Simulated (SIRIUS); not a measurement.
Crystal: AgRh.

```
Ag Rh
1.0
     2.77759    0.00000    0.00000
    -1.38879    2.40546    0.00000
     0.00000    0.00000    4.80860
Ag Rh
1 1
Direct
  0.00000 0.00000 0.50000
  0.66667 0.33333 0.00000
```

The cell comes from a database or a generator and needn't be the stable form of this composition.

```yaml
Program: SIRIUS 7.12.0
Task: single point
Functional: PBEsol
Potentials_or_basis: all-electron FP-LAPW
Cutoff: 165 eV
Basis: apw+lo standard
k_mesh: 11 × 11 × 6
Occupations: fermi-dirac, width 0.05 eV
Spin: no spin polarisation
```

On this cell: largest force under 0.003 eV/Å; band gap on the k mesh none (metal or under the smearing width).

The same run follows on a disturbed copy (atoms moved at random):

```
Ag Rh
1.0
     2.77759    0.00000    0.00000
    -1.38879    2.40546    0.00000
     0.00000    0.00000    4.80860
Ag Rh
1 1
Direct
  0.97271 0.99520 0.50345
  0.67133 0.31452 0.99114
```

Q: What does the disturbed cell give?

A: The energy (extrapolated to zero smearing) moves by +8.4 meV/atom; largest force 0.393 eV/Å; band gap on the k mesh none (metal or under the smearing width).

Forces on the atoms (eV/Å):
```
Ag   0.104 -0.045 -0.376
Rh  -0.105  0.045  0.376
```
